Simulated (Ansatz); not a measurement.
CH₂OSSi, SMILES O=C1[SiH2]S1, an atomisation energy

With Ansatz 0.2.0, Python API.

Run as a notebook:

**Cell 1**
```python
from collections import Counter

import ansatz as az
```

**Cell 2**
```python
def total_energy(molecule, charge=0, unpaired=0):
    calc = (
        molecule.calculation()
        .basis(gaussian="def2-TZVPP")
        .functional("pbe", dispersion="d3bj")
    )
    if charge:
        calc = calc.charge(charge)
    if unpaired:
        calc = calc.spin("collinear", total=unpaired)
    return calc.run(threads=1).report["free_energy_ev"]
```

**Cell 3**
```python
GEOMETRY = """
O    -0.56300   -2.01590    0.51420
C    -0.52110   -0.85280    0.04540
Si    0.63050    0.40110    0.24350
S    -1.38490    0.04050   -0.99430
H     1.57850    0.72900   -0.88830
H     0.30220    1.63410    1.03330
"""

geometry = az.Crystal.molecule()
for line in GEOMETRY.strip().splitlines():
    symbol, *xyz = line.split()
    geometry = geometry.atom(symbol, [float(v) for v in xyz])

# unpaired electrons of the ground-state atoms
unpaired = {"O": 2, "C": 2, "Si": 2, "S": 2, "H": 1}
counts = Counter(site.symbol for site in geometry.cartesian_sites)
atom_energy = {s: total_energy(az.Crystal.molecule().atom(s, (0, 0, 0)), 0, unpaired[s]) for s in counts}
whole = total_energy(geometry, 0, 0)
for s, e in atom_energy.items():
    print(f"{s:2s} x{counts[s]}  {e:14.5f} eV")
print(f"CH2OSSi: {whole:.5f} eV")
split = sum(counts[s] * e for s, e in atom_energy.items()) - whole
print(f"atomisation energy (no zero-point term): {23.060548 * split:.1f} kcal/mol, {split / sum(counts.values()):.3f} eV an atom")
```
Output:
```text
O  x1     -2041.11715 eV
C  x1     -1028.48074 eV
Si x1     -7870.15586 eV
S  x1    -10828.45464 eV
H  x2       -13.59523 eV
CH2OSSi: -21817.96910 eV
atomisation energy (no zero-point term): 520.5 kcal/mol, 3.762 eV an atom
```

520.5 kcal/mol from the electronic energies, without the zero-point term.

Reading the output:
- Total energies depend on the basis set; only differences at equal settings carry meaning.
- The geometry is a force-field or estimated start, not a minimum of this method, and the basis set is short of its limit. All parts are taken at fixed geometry, without zero-point energy.
- This functional overbinds, so such energies come out a few per cent too high (LDA far more).
- Run time: 6.2 s on 1 thread of Intel(R) Xeon(R) Platinum 8375C CPU @ 2.90GHz (Ice Lake), on a shared host, peak memory 0.26 GiB.

(Lines on the test bed's own set-up are left out of the output.)
